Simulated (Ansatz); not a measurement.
**CH3BFN: small, medium and large basis sets**

The task here is to estimate one member of a computed series from the others.

Program: Ansatz 0.2.0, Gaussian basis. Level of theory: one geometry, several basis sets. These are calculated values, not measurements.

The runs, in order: PBE0-D4/def2-SVP; ωB97M-V/def2-SVP; PBE0-D4/def2-QZVPP; ωB97M-V/def2-QZVPP; the functionals' def2-TZVPP values are taken from earlier runs.

### Structure used throughout

All runs share one geometry, relaxed beforehand with PBE0-D4 in a triple-zeta def2 set.

SMILES `BN=CF`, 7 atoms, charge 0, spin multiplicity 1.

Atoms are counted from 1 here; the program's logs count them from 0.

Bond lengths: B1–N2 1.364 Å, B1–H5 1.196 Å, B1–H6 1.196 Å, N2–C3 1.223 Å, C3–F4 1.339 Å, C3–H7 1.088 Å. Angles: N2–B1–H5 118.7°, N2–B1–H6 118.8°, H5–B1–H6 122.5°, B1–N2–C3 178.6°, N2–C3–F4 122.5°, N2–C3–H7 126.7°, F4–C3–H7 110.8°.

Geometry (Å):

```
B    -0.48051    1.08981    0.57100
N     0.01862   -0.00861   -0.06617
C     0.46685   -1.00694   -0.61161
F     0.73997   -2.13214    0.06049
H     0.28442    1.89721    1.00976
H    -1.66627    1.21432    0.65963
H     0.69812   -1.12175   -1.66899
```

Set-up of the first run:

in.yaml

```yaml
crystal:
  periodic: [false, false, false]
  atoms:
    - {symbol: B, position_ang: [-0.480509, 1.089814, 0.570995]}
    - {symbol: N, position_ang: [0.018623, -0.008609, -0.066170]}
    - {symbol: C, position_ang: [0.466851, -1.006940, -0.611614]}
    - {symbol: F, position_ang: [0.739970, -2.132138, 0.060493]}
    - {symbol: H, position_ang: [0.284416, 1.897205, 1.009758]}
    - {symbol: H, position_ang: [-1.666268, 1.214316, 0.659632]}
    - {symbol: H, position_ang: [0.698116, -1.121749, -1.668994]}
basis:
  gaussian: {orbitals: def2-SVP}
hamiltonian: {xc: pbe0, dispersion: d4}
output: {orbitals: {seedname: orbitals}}
```

Started as:

```console
ansatz run in.yaml --threads 2 --pin off --events-out ev --progress --plain --max-ram 4352MiB
```

Among the steps run: PBE0-D4 in def2-SVP; ωB97M-V in def2-SVP; PBE0-D4 in def2-QZVPP; ωB97M-V in def2-QZVPP.

One of the session's tables, all rows but one given; the rest of the session is left out.

It belongs to the step «Density functionals: the series». 

| functional | basis | HOMO (eV) |
| --- | --- | --- |
| PBE0-D4 | def2-SVP | ? |
| PBE0-D4 | def2-TZVPP | -8.61 |
| PBE0-D4 | def2-QZVPP | -8.63 |
| ωB97M-V | def2-SVP | -10.70 |
| ωB97M-V | def2-TZVPP | -10.83 |
| ωB97M-V | def2-QZVPP | -10.85 |

Q: Estimate the row for PBE0-D4, def2-SVP from the others.

**Answer.** HOMO (eV): -8.52. In the column «HOMO (eV)» it is the highest.
